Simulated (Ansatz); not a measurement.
# GaH₆OPSi: up Jacob's ladder to CCSD(T)

Aim: compute GaH₆OPSi with functionals from several rungs and with coupled cluster. The yardstick is the atomisation energy at the CCSD(T) limit.

Program: Ansatz 0.2.0, Gaussian basis. Level of theory: functionals in def2-TZVPP, the program's frozen cores in correlated methods. These are calculated values, not measurements.

Plan: LDA (SPW92), PBE-D4, revPBE-D4, BLYP-D4, r2SCAN-D4, B97M-V, PBE0-D4, B3LYP-D4, r2SCANh-D4, r2SCAN0-D4, HSE06-D4, BHLYP-D4, CAM-B3LYP-D4, LC-ωPBE, ωB97X-V, ωB97M-V, B2PLYP, PBE-QIDH; CCSD(T)/def2-SVP; CCSD(T)/def2-TZVPP; MP2/def2-QZVPP; extrapolation to the limit; RPA on PBE.

### 1 The relaxed structure

All runs share one geometry, relaxed beforehand with PBE0-D4 in a triple-zeta def2 set.

SMILES `OP[SiH2][GaH2]`, 10 atoms, charge 0, spin multiplicity 1.

Atoms are counted from 1 here; the program's logs count them from 0.

Bond lengths: O1–P2 1.729 Å, O1–H5 0.962 Å, P2–Si3 2.287 Å, P2–H6 1.421 Å, Si3–Ga4 2.433 Å, Si3–H7 1.489 Å, Si3–H8 1.489 Å, Ga4–H9 1.569 Å, Ga4–H10 1.574 Å. Angles: P2–O1–H5 111.6°, O1–P2–Si3 90.8°, O1–P2–H6 95.9°, Si3–P2–H6 95.0°, P2–Si3–Ga4 84.6°, P2–Si3–H7 108.6°, P2–Si3–H8 110.2°, Ga4–Si3–H7 120.1°, Ga4–Si3–H8 122.0°, H7–Si3–H8 107.8°, Si3–Ga4–H9 119.7°, Si3–Ga4–H10 118.2°, H9–Ga4–H10 121.0°.

Coordinates:

```mol
GaH6OPSi
  3D, bonds by distance, orders not assigned

 10  9  0  0  0  0  0  0  0  0999 V2000
   -0.3533    1.3089   -0.6254 O   0  0
   -1.0607   -0.0871   -1.3603 P   0  0
    0.0467   -1.4552    0.0998 Si  0  0
    0.9999    0.6134    0.9541 Ga  0  0
   -0.1054    1.9672   -1.2812 H   0  0
   -2.2665   -0.0533   -0.6085 H   0  0
    0.8928   -2.3994   -0.6815 H   0  0
   -0.9266   -2.2610    0.8877 H   0  0
    0.3863    1.2802    2.2352 H   0  0
    2.3868    1.0863    0.3802 H   0  0
  1  2  8  0
  2  3  8  0
  3  4  8  0
  1  5  8  0
  2  6  8  0
  3  7  8  0
  3  8  8  0
  4  9  8  0
  4 10  8  0
M  END
```

### 2 LDA

This LDA is Slater exchange with PW92 correlation.

Input file in.yaml:

```yaml
crystal:
  periodic: [false, false, false]
  atoms:
    - {symbol: O, position_ang: [-0.353329, 1.308898, -0.625393]}
    - {symbol: P, position_ang: [-1.060746, -0.087080, -1.360263]}
    - {symbol: Si, position_ang: [0.046692, -1.455173, 0.099786]}
    - {symbol: Ga, position_ang: [0.999891, 0.613408, 0.954120]}
    - {symbol: H, position_ang: [-0.105389, 1.967165, -1.281231]}
    - {symbol: H, position_ang: [-2.266501, -0.053332, -0.608515]}
    - {symbol: H, position_ang: [0.892802, -2.399368, -0.681533]}
    - {symbol: H, position_ang: [-0.926553, -2.261047, 0.887660]}
    - {symbol: H, position_ang: [0.386335, 1.280207, 2.235189]}
    - {symbol: H, position_ang: [2.386780, 1.086323, 0.380189]}
basis:
  gaussian: {orbitals: def2-TZVPP}
hamiltonian: {xc: lda}
output: {orbitals: {seedname: orbitals}}
```

On the command line:

```
ansatz run in.yaml --threads 2 --pin off --events-out ev --progress --plain --max-ram 31744MiB --backend cpu
```

The runs that follow: PBE-D4 (GGA); revPBE-D4 (GGA); BLYP-D4 (GGA); r2SCAN-D4 (meta-GGA); B97M-V (meta-GGA); PBE0-D4 (hybrid); B3LYP-D4 (hybrid); r2SCANh-D4 (hybrid); r2SCAN0-D4 (hybrid); HSE06-D4 (hybrid); BHLYP-D4 (hybrid); CAM-B3LYP-D4 (range-separated); LC-ωPBE (range-separated); ωB97X-V (range-separated); ωB97M-V (range-separated); B2PLYP (double hybrid); PBE-QIDH (double hybrid); CCSD(T) in def2-SVP; CCSD(T) in def2-TZVPP; MP2 in def2-QZVPP; RPA on PBE orbitals.

Before running them: what should the planned runs give, taken together? Wanted: atomisation energy, CCSD(T)/CBS; farthest beyond LDA; mean size of error, GGA; mean size of error, meta-GGA; mean size of error, hybrid; mean size of error, range-separated; mean size of error, double hybrid; gap, smallest and largest; T1 diagnostic.

**Answer**, as computed:

```
                               quantity                                                           value
        atomisation energy, CCSD(T)/CBS                                                  668.8 kcal/mol
functionals within 6.7 kcal/mol (1.0 %)  PBE-D4, r2SCAN-D4, B3LYP-D4, r2SCANh-D4, CAM-B3LYP-D4, ωB97M-V
                    farthest beyond LDA                                       BHLYP-D4 (-19.4 kcal/mol)
                mean size of error, GGA                                                    8.5 kcal/mol
           mean size of error, meta-GGA                                                    3.8 kcal/mol
             mean size of error, hybrid                                                   10.2 kcal/mol
    mean size of error, range-separated                                                    4.9 kcal/mol
      mean size of error, double hybrid                                                   14.2 kcal/mol
              gap, smallest and largest                        3.23 eV (LDA (SPW92)), 9.80 eV (LC-ωPBE)
                          T1 diagnostic                                                          0.0143
triples share of the correlation energy                                                           3.9 %
```

**Reading.** LDA overbinds by 94.7 kcal/mol (14 %). PBE-D4 misses by -1.4 kcal/mol. Double hybrids carry the basis error of their MP2 part in triple zeta, and no dispersion term here, so their miss is partly the set-up's. The rungs meta-GGA, range-separated miss on average by less than the doubt on the reference (6.7 kcal/mol), so they tie. Misses under about 6.7 kcal/mol are within the doubt on the reference itself, which lacks core-valence correlation, relativity and higher excitations, and its outer-core shells are covered unevenly. Hartree-Fock recovers 69 % of the binding; the rest is correlation. CCSD(T) in def2-SVP is off by -57.4 kcal/mol, more than most functionals: a good method in a small basis is no reference. The gap grows from 3.2 to 9.8 eV across the functionals, mostly with the share of exact exchange. Correlated methods include outer-core shells of Ga, which these sets cover unevenly.
